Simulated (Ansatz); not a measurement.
# CH4BFOSi: the cost of one run

Program: Ansatz 0.2.0. Level of theory: RHF/def2-SVP. These are calculated values, not measurements.

## (1) The structure to begin with

Bond lengths: O1–C2 1.177 Å, C2–B3 1.553 Å, B3–Si4 1.894 Å, Si4–F5 1.737 Å, C2–H6 1.099 Å, B3–H7 1.240 Å, Si4–H8 1.443 Å, Si4–H9 1.525 Å. Angles: O1–C2–B3 118.4°, O1–C2–H6 121.1°, B3–C2–H6 120.5°, C2–B3–Si4 125.1°, C2–B3–H7 118.3°, Si4–B3–H7 116.6°, B3–Si4–F5 108.7°, B3–Si4–H8 113.1°, B3–Si4–H9 107.3°, F5–Si4–H8 109.5°, F5–Si4–H9 106.1°, H8–Si4–H9 111.9°.

Coordinates:

```xyz
9

O    -1.4208    0.9584    1.2135
C    -0.2699    1.2001    1.1648
B     0.6228    0.3551    0.2152
Si    0.0030   -1.0356   -0.9120
F    -1.1874   -0.3837   -1.9956
H     0.1699    1.9920    1.7870
H     1.8445    0.5655    0.2156
H     1.0582   -1.6578   -1.6749
H    -0.7319   -2.0403   -0.0309
```

## (2) End point A

Input file input.yaml:

```yaml
crystal:
  periodic: [false, false, false]
  atoms:
    - { symbol: O, position_ang: [-1.4208, 0.9584, 1.2135] }
    - { symbol: C, position_ang: [-0.2699, 1.2001, 1.1648] }
    - { symbol: B, position_ang: [0.6228, 0.3551, 0.2152] }
    - { symbol: Si, position_ang: [0.003, -1.0356, -0.912] }
    - { symbol: F, position_ang: [-1.1874, -0.3837, -1.9956] }
    - { symbol: H, position_ang: [0.1699, 1.992, 1.787] }
    - { symbol: H, position_ang: [1.8445, 0.5655, 0.2156] }
    - { symbol: H, position_ang: [1.0582, -1.6578, -1.6749] }
    - { symbol: H, position_ang: [-0.7319, -2.0403, -0.0309] }
basis:
  gaussian: { orbitals: def2-SVP }
hamiltonian:
  xc: hf
relax:
  f_tol: 0.02
  max_steps: 50
```

The run is started by

```bash
$ ansatz run input.yaml --threads 1 --pin off --max-ram 2048MiB --backend cpu --events-out ev --progress --plain --runs-dir out
```

Q: Estimate wall time and peak memory on 1 thread of Arm Neoverse V1, shared host.

About 63 s, with a peak of 0.17 GiB.
